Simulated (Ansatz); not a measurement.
# Pt, space group Fm-3m: an equation of state with a fit

With Ansatz 0.2.0 through its Python package.

Notebook, run cell by cell (the value of a cell's last expression is shown):

In [1]:
```python
import warnings

import ansatz
from ase.eos import EquationOfState
from ase.units import GPa
import numpy as np
```

In [2]:
```python
vectors0 = np.array([
    [0.0, 1.9609, 1.9609],
    [1.9609, 0.0, 1.9609],
    [1.9609, 1.9609, 0.0],
])
sites = [
    ("Pt", [0.0, 0.0, 0.0]),
]
```

In [3]:
```python
def build(cell):
    crystal = ansatz.Crystal(lattice=ansatz.Lattice.of(cell))
    for symbol, position in sites:
        crystal = crystal.atom(symbol, position)
    return crystal
```

In [4]:
```python
warnings.simplefilter("ignore", ansatz.DeckWarning)

# scale the volume, keep shape and fractions
volumes, energies, pressures = [], [], []
for scale in np.linspace(0.95, 1.07, 5):
    cell = vectors0 * scale ** (1 / 3)
    setup = (
        build(cell).calculation()
        .occupations("Methfessel-Paxton", width=0.05)
        .scf(tolerance=1e-10)
        .functional("pbe")
        .pseudopotentials("paw")
        .basis(500)
        .kpoints(13, 13, 13)
        .stress()
    )
    report = setup.run(threads=1, backend="cpu").report
    volumes.append(abs(np.linalg.det(cell)) / len(sites))
    energies.append(report["free_energy_ev"] / len(sites))
    pressures.append(np.trace(report["stress_gpa"]) / 3)
    print(f"V = {volumes[-1]:8.4f} A^3/atom  F = {energies[-1]:.5f} eV/atom  P = {pressures[-1]:8.3f} GPa")
```
```text
V =  14.3258 A^3/atom  F = -12522.90354 eV/atom  P =   27.549 GPa
V =  14.7782 A^3/atom  F = -12522.96496 eV/atom  P =   16.298 GPa
V =  15.2306 A^3/atom  F = -12522.99736 eV/atom  P =    6.940 GPa
V =  15.6830 A^3/atom  F = -12523.00565 eV/atom  P =   -0.826 GPa
V =  16.1354 A^3/atom  F = -12522.99396 eV/atom  P =   -7.251 GPa
```

In [5]:
```python
eos = EquationOfState(volumes, energies, eos="vinet")
v0, e0, bulk = eos.fit()
print(f"V0 = {v0:.4f} A^3/atom, E0 = {e0:.5f} eV/atom, B = {bulk / GPa:.1f} GPa")
```
```text
V0 = 15.6307 A^3/atom, E0 = -12523.00579 eV/atom, B = 249.2 GPa
```

A third-order Birch-Murnaghan fit through the 5 points (the script's own form differs a little) has its minimum at 15.63 Å³ an atom, 3.7 % above the typed cell, with a bulk modulus of 249 GPa and dB/dP = 5.5. From that minimum the energy rises by 102.2 meV an atom on the compressed side and 11.8 meV on the expanded side.

Total energies depend on the potentials; only differences at equal settings carry meaning. For a metal this k-point mesh is coarse: on a finer one energies can move by several to tens of meV an atom and pressures by half a GPa or more, differences at one mesh by less. Pressure is positive in compression. Spin-orbit coupling, which matters for elements this heavy, is left out. Timing: 6.7 s on 1 thread of Arm Neoverse V2, with other jobs on the host, peak memory 0.35 GiB.
